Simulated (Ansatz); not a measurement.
C2H4BNOS, SMILES O=C1NCB1S, a single point in a Gaussian basis

Computed with Ansatz 0.2.0, Python API.

Interactive session:
```pycon
>>> from dataclasses import dataclass
>>> import ansatz as az
>>> import numpy as np
>>> @dataclass(frozen=True)
... class Options:
...     basis: str = 'def2-SVP'
...     xc: str = 'pbe0'
...
>>> opts = Options()
>>> GEOMETRY = '''
... O    -0.68190    0.48550    2.29110
... C    -0.39210    0.04860    1.16630
... N     0.04210   -1.25940    0.70370
... C     0.24720   -0.74240   -0.62550
... B    -0.28940    0.63520   -0.32080
... S    -0.59650    2.28570   -1.19620
... H     0.28450   -2.17760    1.18170
... H    -0.48840   -1.26630   -1.30930
... H     1.22850   -0.75650   -0.93860
... H     0.72900    2.69600   -0.94940
... '''
>>> geometry = az.Crystal.molecule()
>>> for line in GEOMETRY.strip().splitlines():
...     symbol, *xyz = line.split()
...     geometry = geometry.atom(symbol, [float(v) for v in xyz])
...
>>> calculation = geometry.calculation().basis(gaussian=opts.basis).functional(opts.xc).forces()
>>> trace = []
>>> outcome = calculation.session().plan().execute(on_event=trace.append)
>>> report = outcome.report
>>> report['converged'], report['free_energy_ev']
(True, -17167.22439545004)
>>> report['n_occupied'], report['n_virtual']
([26, 26], [82, 82])
>>> report['free_energy_ev']
-17167.22439545004
>>> for event in trace:
...     if event['event'] == 'mean_field_evaluation' and event['data']['evaluation'] <= 25:
...         print('pass {evaluation:3d}  E = {energy_ev:.6f} eV  gradient {gradient_ev:.1e}'.format(**event['data']))
...
pass   1  E = -17161.287614 eV  gradient 5.1e+01
pass   2  E = -17156.572229 eV  gradient 7.2e+01
pass   3  E = -17165.972605 eV  gradient 2.2e+01
pass   4  E = -17166.934720 eV  gradient 4.4e+00
pass   5  E = -17166.964382 eV  gradient 2.2e+00
pass   6  E = -17166.974382 eV  gradient 4.8e-01
pass   7  E = -17166.974351 eV  gradient 4.8e-01
pass   8  E = -17167.221940 eV  gradient 9.9e-01
pass   9  E = -17167.224244 eV  gradient 2.1e-01
pass  10  E = -17167.224334 eV  gradient 1.1e-01
pass  11  E = -17167.224362 eV  gradient 2.6e-02
pass  12  E = -17167.224370 eV  gradient 2.7e-02
pass  13  E = -17167.224372 eV  gradient 4.1e-03
pass  14  E = -17167.224372 eV  gradient 1.5e-03
pass  15  E = -17167.224372 eV  gradient 4.9e-04
pass  16  E = -17167.224372 eV  gradient 5.0e-04
pass  17  E = -17167.224372 eV  gradient 1.9e-04
pass  18  E = -17167.224372 eV  gradient 7.3e-05
pass  19  E = -17167.224372 eV  gradient 7.3e-05
pass  20  E = -17167.224372 eV  gradient 7.3e-05
>>> print(f'E = {report["free_energy_ev"]:.6f} eV = {report["free_energy_ev"] / 27.211386246:.7f} Ha')
E = -17167.224395 eV = -630.8838602 Ha
>>> print('converged:', report['converged'], ' doubts:', report['published_state_doubts'] or 'none')
converged: True  doubts: none
>>> symbols = [site.symbol for site in geometry.cartesian_sites]
>>> print('forces (eV/A)')
forces (eV/A)
>>> for symbol, f in zip(symbols, report['forces_ev_ang']):
...     print(f'  {symbol:2s} {f[0]:9.4f} {f[1]:9.4f} {f[2]:9.4f}')
...
  O     0.7983   -1.4243   -2.5658
  C    -0.9637   -0.1872    4.0498
  N    -0.6061    2.2180    2.2604
  C    -2.4262   -2.9840   -2.0094
  B    -0.3102    1.7833    0.5856
  S     1.2846   -0.6922    0.6964
  H    -0.3668    1.7680   -0.9223
  H     1.0370    0.3346   -0.3947
  H     2.7372   -0.3506   -1.4885
  H    -1.1841   -0.4656   -0.2115
>>> charges = report['charge_distribution']
>>> dipole = np.array(charges['dipole_moment_e_ang']) * 4.803205
>>> print('dipole (D): {:.3f} {:.3f} {:.3f}, length {:.3f}'.format(*dipole, np.linalg.norm(dipole)))
dipole (D): 2.180 -2.022 -2.618, length 3.962
>>> print('atom  Mulliken   Lowdin')
atom  Mulliken   Lowdin
>>> for symbol, m, l in zip(symbols, charges['mulliken_charges_e'], charges['lowdin_charges_e']):
...     print(f'{symbol:4s} {m:9.3f} {l:8.3f}')
...
O       -0.269    0.007
C        0.252   -0.123
N       -0.369    0.054
C        0.134    0.039
B        0.012   -0.415
S       -0.174    0.270
H        0.163    0.062
H        0.077    0.048
H        0.051    0.005
H        0.123    0.053
```

Caveats:
- Total energies depend on the basis set; only differences at equal settings carry meaning.
- The geometry is a force-field or estimated start, not a minimum of this method, and the basis set is short of its limit.
- The Löwdin charges here are taken after orthogonalising the functions within each atom; they differ from plain Löwdin charges, and their signs can be unphysical.
- Early passes use coarser integrals and grids, so their energies can't be compared with the last.
- Wall time of the script: 4.4 s on 1 thread of Arm Neoverse V2, on a shared host, peak memory 0.29 GiB.
